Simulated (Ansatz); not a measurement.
**H5OSn with multiplicity 2: two geometries relaxed**

Aim: relax the geometries before and after the reaction (atom abstraction by a radical), and see whether they are two minima and how far apart in energy. Meant to form: H2–O6; to break: Sn1–H2. The start is a guess near the saddle point, from which both ends are pulled out.

Method: UKS LDA/def2-SVP, in Ansatz 0.2.0.

## 1. Starting point

Bond lengths: Sn1–H2 1.990 Å, Sn1–H3 1.740 Å, Sn1–H4 1.739 Å, Sn1–H5 1.739 Å, O6–H7 1.010 Å. Angles: H2–Sn1–H3 109.4°, H2–Sn1–H4 109.5°, H2–Sn1–H5 109.5°, H3–Sn1–H4 109.5°, H3–Sn1–H5 109.5°, H4–Sn1–H5 109.5°.

As a file:

```xyz
7

Sn    0.0000    0.0000    0.0000
H     0.0000    0.0000    1.9900
H     1.6408    0.0000   -0.5794
H    -0.8195    1.4198   -0.5794
H    -0.8195   -1.4198   -0.5794
O     0.0000    0.0000    3.3000
H    -0.5144   -0.8011    3.6371
```

## 2. A restrained relaxation towards end A

Springs on the bonds that form and break draw the guess towards this end; the thresholds are loose.

File input.yaml:

```yaml
crystal:
  periodic: [false, false, false]
  atoms:
    - { symbol: Sn, position_ang: [0.0, 0.0, 0.0] }
    - { symbol: H, position_ang: [0.0, 0.0, 1.99] }
    - { symbol: H, position_ang: [1.6408, 0.0, -0.5794] }
    - { symbol: H, position_ang: [-0.8195, 1.4198, -0.5794] }
    - { symbol: H, position_ang: [-0.8195, -1.4198, -0.5794] }
    - { symbol: O, position_ang: [0.0, 0.0, 3.3] }
    - { symbol: H, position_ang: [-0.5144, -0.8011, 3.6371] }
magnetization:
  spin_polarized: true
  initial_magnetization: 1
basis:
  gaussian: { orbitals: def2-SVP }
hamiltonian:
  xc: lda
relax:
  f_tol: 0.15
  max_steps: 25
  restrain:
    - { distance: [1, 5], at: 2.21, k: 30.0 }
    - { distance: [0, 1], at: 1.74, k: 30.0 }
```

Started as:

```sh
$ ansatz run input.yaml --threads 1 --pin off --max-ram 2048MiB --backend cpu --events-out ev --progress --plain --runs-dir out
```

The log of the run (excerpt; [...] marks lines left out):

```text
Warning: RAYON_NUM_THREADS=1 ignored (pool sized by the plan → 1); use --threads N
[...]
Functional definition: SPW92
[...]
724 factors; their error is unknown
[...]
mean field -7929.74753973 eV, -291.4128471091 hartree, gradient 1.2e-5 eV, S^2 0.751142; 1 other end points of the search recorded, 0 dependent functions left out
[...]
reference -7929.74757736 eV, -291.4128484919 hartree; 18, 17 occupied and 47, 48 virtual orbitals, 724 factors
relax step   1: F+E_penalty+E_count = -7929.74753973 eV  Δ(F+E_penalty+E_count) = +0.000e0 eV  max|allowed force component| = 3.054e0 eV/Å  E_restraint = 13.08750000 eV  max|allowed force component, restraints' pulls added| = 3.145e1 eV/Å  Δτ_max = 0.0000 Å  (42 SCF iters, accepted)
[...]
relax step   4: F+E_penalty+E_count = -7928.53966466 eV  Δ(F+E_penalty+E_count) = +9.906e-2 eV  max|allowed force component| = 5.858e-1 eV/Å  E_restraint = 0.00210358 eV  max|allowed force component, restraints' pulls added| = 3.905e-1 eV/Å  Δτ_max = 0.1915 Å  (50 SCF iters, accepted)
[...]
relax step   5: F+E_penalty+E_count = -7928.54623668 eV  Δ(F+E_penalty+E_count) = -6.572e-3 eV  max|allowed force component| = 5.861e-1 eV/Å  E_restraint = 0.00583058 eV  max|allowed force component, restraints' pulls added| = 4.206e-2 eV/Å  Δτ_max = 0.0276 Å  (45 SCF iters, accepted)
  distance H 1 - O 5 = 2.1906 Å
  distance Sn 0 - H 1 = 1.7366 Å
724 factors; their error is unknown
[...]
mean field -7928.54623668 eV, -291.3687000362 hartree, gradient 6.2e-6 eV, S^2 0.751587; 4 other end points of the search recorded, 0 dependent functions left out
[...]
reference -7928.54627435 eV, -291.3687014205 hartree; 18, 17 occupied and 47, 48 virtual orbitals, 724 factors
Total energy: -7928.54627435 eV, -291.3687014205 hartree
Atom 0 at     0.006481     0.009712    -0.123190 Å, force     0.002781     0.002843     0.144703 eV/Å
Atom 1 at     0.010868     0.017651     1.613364 Å, force    -0.002416    -0.003843     0.509136 eV/Å
Atom 2 at     1.634931     0.006648    -0.649851 Å, force    -0.005402    -0.008426    -0.019035 eV/Å
Atom 3 at    -0.810084     1.418289    -0.650539 Å, force    -0.005305    -0.007143    -0.019721 eV/Å
Atom 4 at    -0.809780    -1.403780    -0.646012 Å, force     0.006302     0.010481    -0.016945 eV/Å
Atom 5 at    -0.005554    -0.008461     3.803731 Å, force    -0.016255    -0.025419    -0.586123 eV/Å
Atom 6 at    -0.539462    -0.841159     3.841397 Å, force     0.020296     0.031508    -0.012015 eV/Å
Dipole moment:    -0.172595    -0.269036    -0.272798 e Å
```

It took 9.9 s on 1 thread of Arm Neoverse V2, shared host; peak memory 0.13 GiB.

Step by step:

```csv
step,energy from step 1 (eV),largest force component (eV/Å)
1,0.0000,3.0545
2,0.7368,1.4434
3,1.1088,1.4165
4,1.2079,0.5858
5,1.2013,0.5861
```

Step 1 is the start. Energies and forces in the table leave out the springs, which the log lists apart; the run stops on the force with the springs' pull added.

After: Bond lengths: Sn1–H2 1.737 Å, Sn1–H3 1.711 Å, Sn1–H4 1.711 Å, Sn1–H5 1.714 Å, O6–H7 0.990 Å. Angles: H2–Sn1–H3 107.8°, H2–Sn1–H4 107.8°, H2–Sn1–H5 108.1°, H3–Sn1–H4 111.1°, H3–Sn1–H5 111.0°, H4–Sn1–H5 110.9°.

## 3. Relaxing end A

It starts where the restrained run ended.

File input.yaml:

```yaml
crystal:
  periodic: [false, false, false]
  atoms:
    - { symbol: Sn, position_ang: [0.006481, 0.009712, -0.12319] }
    - { symbol: H, position_ang: [0.010868, 0.017651, 1.613364] }
    - { symbol: H, position_ang: [1.634931, 0.006648, -0.649851] }
    - { symbol: H, position_ang: [-0.810084, 1.418289, -0.650539] }
    - { symbol: H, position_ang: [-0.80978, -1.40378, -0.646012] }
    - { symbol: O, position_ang: [-0.005554, -0.008461, 3.803731] }
    - { symbol: H, position_ang: [-0.539462, -0.841159, 3.841397] }
magnetization:
  spin_polarized: true
  initial_magnetization: 1
basis:
  gaussian: { orbitals: def2-SVP }
hamiltonian:
  xc: lda
relax:
  f_tol: 0.03
  max_steps: 50
```

Started as:

```sh
$ ansatz run input.yaml --threads 1 --pin off --max-ram 2048MiB --backend cpu --events-out ev --progress --plain --runs-dir out
```

The log of the run (excerpt; [...] marks lines left out):

```text
Warning: RAYON_NUM_THREADS=1 ignored (pool sized by the plan → 1); use --threads N
[...]
Functional definition: SPW92
[...]
724 factors; their error is unknown
[...]
mean field -7928.54623664 eV, -291.3687000347 hartree, gradient 6.6e-6 eV, S^2 0.751587; 3 other end points of the search recorded, 0 dependent functions left out
[...]
reference -7928.54627429 eV, -291.3687014185 hartree; 18, 17 occupied and 47, 48 virtual orbitals, 724 factors
relax step   1: F+E_penalty+E_count = -7928.54623664 eV  Δ(F+E_penalty+E_count) = +0.000e0 eV  max|allowed force component| = 5.861e-1 eV/Å  Δτ_max = 0.0000 Å  (100 SCF iters, accepted)
[...]
relax step   4: F+E_penalty+E_count = -7929.84304667 eV  Δ(F+E_penalty+E_count) = -7.824e-1 eV  max|allowed force component| = 3.270e0 eV/Å  Δτ_max = 0.1950 Å  (33 SCF iters, accepted)
[...]
relax step   7: F+E_penalty+E_count = -7930.65760430 eV  Δ(F+E_penalty+E_count) = -4.638e-2 eV  max|allowed force component| = 9.707e-1 eV/Å  Δτ_max = 0.1909 Å  (28 SCF iters, accepted)
[...]
relax step  10: F+E_penalty+E_count = -7930.78951983 eV  Δ(F+E_penalty+E_count) = -6.321e-2 eV  max|allowed force component| = 6.200e-1 eV/Å  Δτ_max = 0.2000 Å  (30 SCF iters, accepted)
[...]
relax step  13: F+E_penalty+E_count = -7930.68985021 eV  Δ(F+E_penalty+E_count) = +1.733e-1 eV  max|allowed force component| = 2.808e0 eV/Å  Δτ_max = 0.1961 Å  (28 SCF iters, rejected (line search))
[...]
relax step  14: F+E_penalty+E_count = -7930.88757160 eV  Δ(F+E_penalty+E_count) = -2.440e-2 eV  max|allowed force component| = 2.735e-1 eV/Å  Δτ_max = 0.0980 Å  (27 SCF iters, accepted)
[...]
724 factors; their error is unknown
mean field -7930.91550218 eV, -291.4557689375 hartree, gradient 1.1e-5 eV, S^2 0.750565; 0 other end points of the search recorded, 0 dependent functions left out
[...]
reference -7930.91553832 eV, -291.4557702656 hartree; 18, 17 occupied and 47, 48 virtual orbitals, 724 factors
```

## 4. The log goes on: end point A relaxed

Output, continued (excerpt; [...] marks lines left out):

```text
relax step  15: F+E_penalty+E_count = -7930.91550218 eV  Δ(F+E_penalty+E_count) = -2.793e-2 eV  max|allowed force component| = 5.014e-1 eV/Å  Δτ_max = 0.0973 Å  (27 SCF iters, accepted)
[...]
relax step  17: F+E_penalty+E_count = -7930.87764407 eV  Δ(F+E_penalty+E_count) = +6.744e-2 eV  max|allowed force component| = 2.195e0 eV/Å  Δτ_max = 0.1923 Å  (29 SCF iters, rejected (line search))
[...]
relax step  19: F+E_penalty+E_count = -7930.97399788 eV  Δ(F+E_penalty+E_count) = -1.189e-2 eV  max|allowed force component| = 5.356e-1 eV/Å  Δτ_max = 0.0975 Å  (27 SCF iters, accepted)
[...]
relax step  21: F+E_penalty+E_count = -7930.98908338 eV  Δ(F+E_penalty+E_count) = +9.646e-4 eV  max|allowed force component| = 1.225e-1 eV/Å  Δτ_max = 0.1086 Å  (26 SCF iters, rejected (line search))
[...]
reference -7930.99385078 eV, -291.4586481954 hartree; 18, 17 occupied and 47, 48 virtual orbitals, 724 factors
Total energy: -7930.99385078 eV, -291.4586481954 hartree
Atom 0 at    -0.164558     0.227990     0.111641 Å, force    -0.008043     0.011656     0.002508 eV/Å
Atom 1 at     0.200445     0.407295     3.012993 Å, force     0.000489     0.000094    -0.005305 eV/Å
Atom 2 at     1.534690     0.087308    -0.164210 Å, force    -0.000515    -0.006472     0.001419 eV/Å
Atom 3 at    -0.843627     1.197389    -1.181036 Å, force    -0.000457     0.000106    -0.003705 eV/Å
Atom 4 at    -0.854141    -1.355621    -0.040776 Å, force     0.007929    -0.000706     0.000656 eV/Å
Atom 5 at     0.259721    -0.505656     2.661507 Å, force    -0.001058    -0.006146     0.002501 eV/Å
Atom 6 at    -0.645130    -0.859805     2.788781 Å, force     0.001654     0.001469     0.001926 eV/Å
Dipole moment:    -0.228543     0.082692     0.568711 e Å
```

It took 29 s on 1 thread of Arm Neoverse V2, shared host; peak memory 0.12 GiB.

The steps of the relaxation:

```csv
step,energy from step 1 (eV),largest force component (eV/Å)
1,0.0000,0.5861
2,-0.1951,0.7447
3,-0.5144,1.5581
4,-1.2968,3.2696
5,-1.8547,4.0197
6,-2.0650,1.2538
7,-2.1114,0.9707
8,-2.1501,0.6980
9,-2.1801,0.4647
10,-2.2433,0.6200
11,-2.3135,0.3877
12,-2.3169,0.3896
13x,-2.1436,2.8077
14,-2.3413,0.2735
15,-2.3693,0.5014
16,-2.3989,0.3479
17x,-2.3314,2.1947
18,-2.4159,0.3405
19,-2.4278,0.5356
20,-2.4438,0.0829
21x,-2.4428,0.1225
22,-2.4469,0.0281
23,-2.4473,0.1501
24,-2.4476,0.0117
```

Step 1 is the start. 3 steps were tried and not accepted (13, 17, 21; marked x where the table lists them).

After: Bond lengths: Sn1–H3 1.727 Å, Sn1–H4 1.753 Å, Sn1–H5 1.734 Å, H2–O6 0.980 Å, O6–H7 0.980 Å. Angles: H3–Sn1–H4 108.0°, H3–Sn1–H5 107.6°, H4–Sn1–H5 106.6°, H2–O6–H7 103.5°.

Pairs that crossed the distance rule for bonds on the way: came closer H2–O6; moved apart Sn1–H2.

## 5. Pulling towards end B

Springs on the bonds that form and break draw the guess towards this end; the thresholds are loose.

File input.yaml:

```yaml
crystal:
  periodic: [false, false, false]
  atoms:
    - { symbol: Sn, position_ang: [0.0, 0.0, 0.0] }
    - { symbol: H, position_ang: [0.0, 0.0, 1.99] }
    - { symbol: H, position_ang: [1.6408, 0.0, -0.5794] }
    - { symbol: H, position_ang: [-0.8195, 1.4198, -0.5794] }
    - { symbol: H, position_ang: [-0.8195, -1.4198, -0.5794] }
    - { symbol: O, position_ang: [0.0, 0.0, 3.3] }
    - { symbol: H, position_ang: [-0.5144, -0.8011, 3.6371] }
magnetization:
  spin_polarized: true
  initial_magnetization: 1
basis:
  gaussian: { orbitals: def2-SVP }
hamiltonian:
  xc: lda
relax:
  f_tol: 0.15
  max_steps: 25
  restrain:
    - { distance: [1, 5], at: 1.01, k: 30.0 }
    - { distance: [0, 1], at: 2.94, k: 30.0 }
```

Started as:

```sh
$ ansatz run input.yaml --threads 1 --pin off --max-ram 2048MiB --backend cpu --events-out ev --progress --plain --runs-dir out
```

The log of the run (excerpt; [...] marks lines left out):

```text
Warning: RAYON_NUM_THREADS=1 ignored (pool sized by the plan → 1); use --threads N
[...]
Functional definition: SPW92
[...]
724 factors; their error is unknown
[...]
mean field -7929.74753973 eV, -291.4128471091 hartree, gradient 1.2e-5 eV, S^2 0.751142; 1 other end points of the search recorded, 0 dependent functions left out
[...]
reference -7929.74757736 eV, -291.4128484919 hartree; 18, 17 occupied and 47, 48 virtual orbitals, 724 factors
relax step   1: F+E_penalty+E_count = -7929.74753973 eV  Δ(F+E_penalty+E_count) = +0.000e0 eV  max|allowed force component| = 3.054e0 eV/Å  E_restraint = 14.88750000 eV  max|allowed force component, restraints' pulls added| = 4.055e1 eV/Å  Δτ_max = 0.0000 Å  (42 SCF iters, accepted)
[...]
relax step  10: F+E_penalty+E_count = -7930.73188918 eV  Δ(F+E_penalty+E_count) = +2.141e-2 eV  max|allowed force component| = 1.734e0 eV/Å  E_restraint = 0.01046233 eV  max|allowed force component, restraints' pulls added| = 2.125e0 eV/Å  Δτ_max = 0.1951 Å  (28 SCF iters, rejected (line search))
[...]
relax step  11: F+E_penalty+E_count = -7930.77566754 eV  Δ(F+E_penalty+E_count) = -2.237e-2 eV  max|allowed force component| = 8.177e-1 eV/Å  E_restraint = 0.00167307 eV  max|allowed force component, restraints' pulls added| = 6.756e-1 eV/Å  Δτ_max = 0.0953 Å  (27 SCF iters, accepted)
  distance H 1 - O 5 = 1.0016 Å
  distance Sn 0 - H 1 = 2.9464 Å
[...]
724 factors; their error is unknown
[...]
mean field -7930.80415563 eV, -291.4516770273 hartree, gradient 5.4e-6 eV, S^2 0.750532; 0 other end points of the search recorded, 0 dependent functions left out
[...]
reference -7930.80419261 eV, -291.4516783862 hartree; 18, 17 occupied and 47, 48 virtual orbitals, 724 factors
```

## 6. The output, continued: pulled along the bonds that form and break, towards end B

The log, continued (excerpt; [...] marks lines left out):

```text
relax step  12: F+E_penalty+E_count = -7930.80415563 eV  Δ(F+E_penalty+E_count) = -2.849e-2 eV  max|allowed force component| = 6.678e-1 eV/Å  E_restraint = 0.00182031 eV  max|allowed force component, restraints' pulls added| = 5.877e-1 eV/Å  Δτ_max = 0.0979 Å  (27 SCF iters, accepted)
[...]
relax step  18: F+E_penalty+E_count = -7930.94808601 eV  Δ(F+E_penalty+E_count) = -1.009e-2 eV  max|allowed force component| = 1.195e0 eV/Å  E_restraint = 0.00029120 eV  max|allowed force component, restraints' pulls added| = 1.175e0 eV/Å  Δτ_max = 0.0975 Å  (26 SCF iters, accepted)
[...]
relax step  19: F+E_penalty+E_count = -7930.98441252 eV  Δ(F+E_penalty+E_count) = -3.633e-2 eV  max|allowed force component| = 5.250e-1 eV/Å  E_restraint = 0.00450097 eV  max|allowed force component, restraints' pulls added| = 4.968e-2 eV/Å  Δτ_max = 0.1138 Å  (27 SCF iters, accepted)
  distance H 1 - O 5 = 0.9927 Å
[...]
reference -7930.98444891 eV, -291.4583026830 hartree; 18, 17 occupied and 47, 48 virtual orbitals, 724 factors
Total energy: -7930.98444891 eV, -291.4583026830 hartree
Atom 0 at    -0.156772     0.172659     0.091875 Å, force     0.002008    -0.004764     0.052593 eV/Å
Atom 1 at     0.182193     0.472386     2.995596 Å, force     0.066032    -0.524978    -0.181872 eV/Å
Atom 2 at     1.540235     0.033343    -0.203322 Å, force    -0.000760     0.003801     0.016346 eV/Å
Atom 3 at    -0.833407     1.217192    -1.136823 Å, force    -0.007587     0.004963    -0.025834 eV/Å
Atom 4 at    -0.843750    -1.401474    -0.151382 Å, force     0.007023     0.011430     0.034597 eV/Å
Atom 5 at     0.253547    -0.478763     2.720419 Å, force    -0.086938     0.521857     0.131413 eV/Å
Atom 6 at    -0.654645    -0.816442     2.872536 Å, force     0.020223    -0.012310    -0.027243 eV/Å
Dipole moment:    -0.242474     0.105467     0.542752 e Å
```

Wall time 22 s (1 thread of Arm Neoverse V2, shared host); peak memory 0.12 GiB.

The steps of the relaxation:

```csv
step,energy from step 1 (eV),largest force component (eV/Å)
1,0.0000,3.0545
2,-0.6359,3.0790
3,-0.7031,3.3563
4,-0.7753,0.9919
5,-0.8866,1.0739
6,-0.9086,0.5658
7,-0.9343,0.2248
8,-0.9615,0.5802
9,-1.0058,0.6200
10x,-0.9843,1.7339
11,-1.0281,0.8177
12,-1.0566,0.6678
13,-1.0946,0.5569
14,-1.1281,0.3069
15,-1.1666,0.5625
16x,-1.1610,1.7726
17,-1.1905,0.7014
18,-1.2005,1.1955
19,-1.2369,0.5250
```

Step 1 is the start. 2 steps were tried and not accepted (10, 16; marked x where the table lists them). Energies and forces in the table leave out the springs, which the log lists apart; the run stops on the force with the springs' pull added.

After: Bond lengths: Sn1–H3 1.728 Å, Sn1–H4 1.749 Å, Sn1–H5 1.735 Å, H2–O6 0.993 Å, O6–H7 0.981 Å. Angles: H3–Sn1–H4 107.9°, H3–Sn1–H5 107.0°, H4–Sn1–H5 106.9°, H2–O6–H7 102.7°.

Pairs that crossed the distance rule for bonds on the way: came closer H2–O6; moved apart Sn1–H2.

## 7. End point B

It starts where the restrained run ended.

File input.yaml:

```yaml
crystal:
  periodic: [false, false, false]
  atoms:
    - { symbol: Sn, position_ang: [-0.156772, 0.172659, 0.091875] }
    - { symbol: H, position_ang: [0.182193, 0.472386, 2.995596] }
    - { symbol: H, position_ang: [1.540235, 0.033343, -0.203322] }
    - { symbol: H, position_ang: [-0.833407, 1.217192, -1.136823] }
    - { symbol: H, position_ang: [-0.84375, -1.401474, -0.151382] }
    - { symbol: O, position_ang: [0.253547, -0.478763, 2.720419] }
    - { symbol: H, position_ang: [-0.654645, -0.816442, 2.872536] }
magnetization:
  spin_polarized: true
  initial_magnetization: 1
basis:
  gaussian: { orbitals: def2-SVP }
hamiltonian:
  xc: lda
relax:
  f_tol: 0.03
  max_steps: 50
```

Started as:

```sh
$ ansatz run input.yaml --threads 1 --pin off --max-ram 2048MiB --backend cpu --events-out ev --progress --plain --runs-dir out
```

The log of the run (excerpt; [...] marks lines left out):

```text
Warning: RAYON_NUM_THREADS=1 ignored (pool sized by the plan → 1); use --threads N
[...]
Functional definition: SPW92
[...]
724 factors; their error is unknown
[...]
mean field -7930.98441340 eV, -291.4583013781 hartree, gradient 5.8e-5 eV, S^2 0.750629; 0 other end points of the search recorded, 0 dependent functions left out
[...]
reference -7930.98444957 eV, -291.4583027073 hartree; 18, 17 occupied and 47, 48 virtual orbitals, 724 factors
relax step   1: F+E_penalty+E_count = -7930.98441340 eV  Δ(F+E_penalty+E_count) = +0.000e0 eV  max|allowed force component| = 5.250e-1 eV/Å  Δτ_max = 0.0000 Å  (25 SCF iters, accepted)
[...]
relax step   4: F+E_penalty+E_count = -7930.99313998 eV  Δ(F+E_penalty+E_count) = -3.623e-3 eV  max|allowed force component| = 6.628e-2 eV/Å  Δτ_max = 0.0999 Å  (26 SCF iters, accepted)
[...]
724 factors; their error is unknown
mean field -7930.99363714 eV, -291.4586403442 hartree, gradient 8.7e-5 eV, S^2 0.750649; 1 other end points of the search recorded, 0 dependent functions left out
[...]
reference -7930.99367320 eV, -291.4586416694 hartree; 18, 17 occupied and 47, 48 virtual orbitals, 724 factors
Total energy: -7930.99367320 eV, -291.4586416694 hartree
Atom 0 at    -0.171347     0.211628     0.101207 Å, force    -0.008489     0.013012     0.023048 eV/Å
Atom 1 at     0.243363     0.416393     2.986593 Å, force     0.009489     0.004329     0.001168 eV/Å
Atom 2 at     1.535985     0.082799    -0.133387 Å, force    -0.017368    -0.006528    -0.012391 eV/Å
Atom 3 at    -0.835828     1.176066    -1.204640 Å, force     0.013752    -0.022332     0.008436 eV/Å
Atom 4 at    -0.851642    -1.376891    -0.037514 Å, force     0.012670     0.011819    -0.016306 eV/Å
Atom 5 at     0.245040    -0.509017     2.664007 Å, force    -0.011120     0.007203    -0.000752 eV/Å
Atom 6 at    -0.678170    -0.802077     2.812633 Å, force     0.001066    -0.007502    -0.003203 eV/Å
Dipole moment:    -0.220807     0.105736     0.557731 e Å
```

Run time: 6.6 s. Hardware: 1 thread of Arm Neoverse V2, shared host; peak memory 0.11 GiB.

Step by step:

```csv
step,energy from step 1 (eV),largest force component (eV/Å)
1,0.0000,0.5250
2x,0.0032,0.4281
3,-0.0051,0.3831
4,-0.0087,0.0663
5,-0.0092,0.0230
```

Step 1 is the start. 1 step was tried and not accepted (2; marked x where the table lists them).

After: Bond lengths: Sn1–H3 1.728 Å, Sn1–H4 1.754 Å, Sn1–H5 1.734 Å, H2–O6 0.980 Å, O6–H7 0.980 Å. Angles: H3–Sn1–H4 108.3°, H3–Sn1–H5 108.0°, H4–Sn1–H5 107.2°, H2–O6–H7 103.3°.

## 8. Outcome

| quantity | value |
| --- | --- |
| end A | 20 moves, 2.448 eV lower |
| end B | 3 moves, 0.009 eV lower |
| largest difference between the ends | 0.05 Å |
| end B relative to end A | +0.000 eV |

What this shows: Both starts fell into the same minimum (no atom differs by more than 0.05 Å), so from this start no second minimum was found and no band was run; another arrangement could still be one.
